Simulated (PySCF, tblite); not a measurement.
**C₃H₉O₂Si radical: geometry, infrared bands and EPR parameters**

Aim: predict the infrared bands and EPR parameters of C₃H₉O₂Si radical (`C[CH][Si@H](O)OC`).

Computed with tblite 0.8.0 and PySCF 2.14.0, with density-fitted response routines of our own, on a single molecule in the gas phase. Atoms are numbered from 0 throughout.

## 1. Starting geometry

15 atoms, charge 0, multiplicity 2; geometry from: force field or distance geometry start.

Bonds of the start (Å): C0–C1 1.50, C1–Si2 1.87, Si2–O3 1.69, Si2–O4 1.71, O4–C5 1.40, C0–H6 1.12, C0–H7 1.10, C0–H8 1.12, C1–H9 1.11, Si2–H10 1.48, O3–H11 1.00, C5–H12 1.11, C5–H13 1.13, C5–H14 1.11.

## 2. Geometry optimisation with GFN2-xTB

The job: settings as JSON, then the geometry in Å.

```
{"job": {"kind": "relax", "xc": "GFN2-xTB", "basis": "xTB"}, "charge": 0, "multiplicity": 2}
C     -2.544300     0.097800     0.146800
C     -1.296800     0.692300    -0.430800
Si     0.197100    -0.422000    -0.272000
O     -0.238800    -1.917500     0.392000
O      1.318700     0.320200     0.783200
C      2.539500     0.577300     0.138000
H     -3.016000    -0.667800    -0.513900
H     -2.444200    -0.287900     1.172100
H     -3.295500     0.930300     0.188100
H     -1.077100     1.685500     0.007200
H      0.761900    -0.640400    -1.622700
H      0.532100    -2.243800     0.940900
H      2.564200    -0.085200    -0.749100
H      3.405800     0.315300     0.808200
H      2.588900     1.653900    -0.118400
```

Run with:

```
OMP_NUM_THREADS=1 python probes_run.py task.json out
```

This one command runs all jobs of the session in turn.

**Question.** This job is followed by: GFN2-xTB harmonic vibrations, gas phase; UKS B3LYP, pcH-1 on C H O Si, non-relativistic, mean-field spin-orbit, GIAO. Predict these results of the whole session: strongest single infrared mode (GFN2-xTB); zero-point energy (GFN2-xTB); g(iso) (B3LYP); ⟨S²⟩; largest a(iso) (averaged by class); potential on the surface of density 0.002 e/bohr³, 1st and 99th percentile.

**Answer**, as computed:

| quantity | value |
| --- | --- |
| strongest single infrared mode (GFN2-xTB) | 854 cm⁻¹, 400 km/mol |
| zero-point energy (GFN2-xTB) | 71.7 kcal/mol |
| g(iso) (B3LYP) | 2.00256 |
| ⟨S²⟩ | 0.753 (exact 0.75) |
| largest a(iso) (averaged by class) | 13C on C1, 86.0 MHz |
| potential on the surface of density 0.002 e/bohr³, 1st and 99th percentile | -1.41 V and 1.88 V |

What this shows: Relaxing lowered the energy by 1.070 eV in 152 steps; the close pair that moved most is Si2–O4, from 1.709 to 1.634 Å. No mode is imaginary among the 39: a minimum at this level. The strongest single mode, at 854 cm⁻¹, is carried by H11, Si2, O3. Unscaled tight-binding wavenumbers are off by several per cent, some by more. Its intensities can rank the bands wrongly. C1 carries the largest spin population, 1.00 e. The isotropic g lies 0.2 ppt above the free-electron value. These values are for one conformer; the search (at its own cheap level) found 2 more, at 1.20, 1.95 kcal/mol, and measured spectra average over such forms.
